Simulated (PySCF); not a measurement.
# C2H5Cl2InO (InCl2(OEt)): the cost of one run

Programs: PySCF 2.14.0, with routines of our own; each step states its level. All values are computed. Atoms count from 0.

## 1. The system as given

11 atoms, charge 0, multiplicity 1; geometry from: GFN2-xTB.

## 2. Optimising the geometry at PBE0-D3(BJ)/def2-SVP

What the job is given:

```
{"job": {"xc": "PBE0", "basis": "def2-SVP", "d3": "d3bj", "grid": 1, "maxiter": 30, "shake": 0.03, "kind": "geom"}, "charge": 0, "multiplicity": 1}
In     1.255730     1.459830    -0.768770
Cl     3.302420     1.896760    -1.557890
Cl    -0.734210     2.735400    -1.442830
O      1.084400     0.235040     0.724410
C     -0.277080    -0.343190     0.986030
C     -0.776290    -1.237050    -0.091150
H     -0.099680    -0.896870     1.948460
H     -0.973300     0.475290     1.194930
H     -1.706770    -1.704890     0.264360
H     -0.930080    -0.676480    -0.969400
H     -0.047090    -2.029350    -0.257260
```

Command:

```
OMP_NUM_THREADS=1 python heavy_run.py task.json out
```

This one command runs all jobs of the session in turn.

Q: Estimate the wall time and peak memory of this first job on 1 thread of Arm Neoverse V1, shared host.

About 2.1 min, with a peak of 0.53 GiB.
